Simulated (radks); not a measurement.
# Al⁶⁺ in 1s1 2s2 2p3 3d1: an all-electron calculation

The task here is to estimate one member of a computed series from the others.

Method: non-relativistic Kohn-Sham, TASK exchange with Perdew-Wang LDA correlation, spin-polarised, spherical densities, point nucleus; open shells are filled with parallel spins first. Code: radks (a radial shooting solver on a logarithmic mesh, Libxc functionals) version 1.

### What is computed

```
element       : aluminium (Z = 13)
charge        : +6
electrons     : 7
configuration : 1s1 2s2 2p3 3d1
```

The outer shells:

Al⁶⁺
```
1s [↑ ]
2s [↑↓]
2p [↑ ][↑ ][↑ ]
3d [↑ ][  ][  ][  ][  ]
```

The first run:

The run's settings:

```text
Z 13
configuration 1s1 2s2 2p3 3d1
relativity non-relativistic
functional task,pw
spin polarised
nucleus point
```

One table of the session follows, with a row left open; its other results are not shown here.

It belongs to the step «Orbitals and density». Radial moments (bohr):

| level | <r> | outermost maximum (interpolated) | 90 % within |
| --- | --- | --- | --- |
| 1s up | ? | ? | ? |
| 1s down | 0.1188 | 0.0780 | 0.212 |
| 2s up | 0.5320 | 0.445 | 0.823 |
| 2s down | 0.5470 | 0.457 | 0.846 |
| 2p up | 0.4656 | 0.358 | 0.761 |
| 2p down | 0.4857 | 0.372 | 0.794 |
| 3d up | 1.368 | 1.16 | 2.11 |

**Question.** Estimate the row for 1s up.

As computed: <r>: 0.1174; outermost maximum (interpolated): 0.0773; 90 % within: 0.209. In the column «<r>» it is the lowest.
